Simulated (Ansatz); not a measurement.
# LiTlSe2: the cost of one run

Method: reference: DFT, HSE06, plane waves, PAW, in Ansatz 0.2.0.

2 further runs of the same task are left out: 2 that didn't finish.

### 1 The starting structure

It takes space group P-4m2 (No. 115, tetragonal). Conventional cell: a = 4.264 Å, b = 4.264 Å, c = 5.980 Å, α = 90.00°, β = 90.00°, γ = 90.00°. Li (site symmetry -4m2) has 4 Se at 2.53 Å as nearest neighbours. Se (site symmetry 2mm) has 2 Li at 2.53 Å and 2 Tl at 2.68 Å as nearest neighbours. Around Tl (site symmetry -4m2) lie 4 Se at 2.68 Å.

As a file:

```xyz
4
Lattice="4.2639 0.0000 0.0000 0.0000 4.2639 0.0000 0.0000 0.0000 5.9802" Properties=species:S:1:pos:R:3 pbc="T T T"
Li    0.0000    0.0000    0.0000
Se    0.0000    2.1320    1.3708
Tl    2.1320    2.1320    2.9901
Se    2.1320    0.0000    4.6095
```

### 2 The reference run

Contents of input.yaml:

```yaml
crystal:
  lattice:
    - [4.263924813, 0.0, 0.0]
    - [0.0, 4.263924813, 0.0]
    - [0.0, 0.0, 5.9802485926]
  atoms:
    - { symbol: Li, position: [0.0, 0.0, 0.0] }
    - { symbol: Se, position: [0.0, 0.5, 0.2292133967] }
    - { symbol: Tl, position: [0.5, 0.5, 0.5] }
    - { symbol: Se, position: [0.5, 0.0, 0.7707866033] }
kpoints:
  mp_grid: { grid: [4, 4, 2] }
hamiltonian:
  xc: hse06
scf:
  occupations: { method: fixed }
  n_extra_bands: 5
output:
  forces: true
  stress: true
  eigenvalues: true
```

Launch:

```console
$ ansatz run input.yaml --threads 4 --pin off --max-ram 3686MiB --backend cpu --events-out ev --progress --plain --runs-dir out
```

Q: Estimate wall time and peak memory on 4 threads of Arm Neoverse V1, shared host.

About 20 s, with a peak of 1.4 GiB.
